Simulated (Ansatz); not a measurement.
# C2H8AlCl: the cost of one run

All numbers below are computed with Ansatz 0.2.0 (RKS PBE/cc-pVDZ).

## Step 1: Starting point

Bond lengths: Al1–C2 2.320 Å, C2–H3 1.110 Å, C2–H4 1.110 Å, C2–H5 1.110 Å, Al1–C6 1.970 Å, C6–H7 1.110 Å, C6–H8 1.110 Å, C6–H9 1.110 Å, Al1–Cl10 2.230 Å. Angles (14 of 15 angles, heavy atoms first): C2–Al1–C6 120.0°, C2–Al1–Cl10 120.0°, C6–Al1–Cl10 120.0°, Al1–C2–H3 109.5°, Al1–C2–H4 109.5°, Al1–C2–H5 109.5°, Al1–C6–H7 109.5°, Al1–C6–H8 109.5°, Al1–C6–H9 109.5°, H3–C2–H4 109.4°, H3–C2–H5 109.4°, H4–C2–H5 109.4°, H7–C6–H8 109.4°, H7–C6–H9 109.4°.

As a file:

```xyz
12

Al    0.0000    0.0000    0.0000
C     0.0000    0.0000    2.3200
H    -0.9996   -0.3092    2.6905
H     0.7676   -0.7111    2.6905
H     0.2320    1.0203    2.6905
C     1.7060    0.0000   -0.9850
H     2.0356   -1.0462   -1.1552
H     1.5695    0.5080   -1.9624
H     2.4756    0.5381   -0.3932
Cl   -1.9312    0.0000   -1.1150
H    -0.2382   -1.7490    0.5865
H    -0.1900   -1.3947    1.5677
```

## Step 2: A restrained relaxation towards end A

Springs on the bonds that form and break draw the guess towards this end; the thresholds are loose.

The input, input.yaml:

```yaml
crystal:
  periodic: [false, false, false]
  atoms:
    - { symbol: Al, position_ang: [0.0, 0.0, 0.0] }
    - { symbol: C, position_ang: [0.0, 0.0, 2.32] }
    - { symbol: H, position_ang: [-0.9996, -0.3092, 2.6905] }
    - { symbol: H, position_ang: [0.7676, -0.7111, 2.6905] }
    - { symbol: H, position_ang: [0.232, 1.0203, 2.6905] }
    - { symbol: C, position_ang: [1.706, 0.0, -0.985] }
    - { symbol: H, position_ang: [2.0356, -1.0462, -1.1552] }
    - { symbol: H, position_ang: [1.5695, 0.508, -1.9624] }
    - { symbol: H, position_ang: [2.4756, 0.5381, -0.3932] }
    - { symbol: Cl, position_ang: [-1.9312, 0.0, -1.115] }
    - { symbol: H, position_ang: [-0.2382, -1.749, 0.5865] }
    - { symbol: H, position_ang: [-0.19, -1.3947, 1.5677] }
basis:
  gaussian: { orbitals: cc-pVDZ }
hamiltonian:
  xc: pbe
relax:
  f_tol: 0.15
  max_steps: 25
  restrain:
    - { distance: [0, 10], at: 2.76, k: 30.0 }
    - { distance: [11, 1], at: 2.31, k: 30.0 }
    - { distance: [0, 1], at: 1.97, k: 30.0 }
    - { distance: [11, 10], at: 0.66, k: 30.0 }
```

Command:

```
> ansatz run input.yaml --threads 2 --pin off --max-ram 3072MiB --backend cpu --events-out ev --progress --plain --runs-dir out
```

What time and memory should one allow on 2 threads of AMD EPYC 7R13 (Zen 3), shared host?

About 13 s, with a peak of 0.17 GiB.
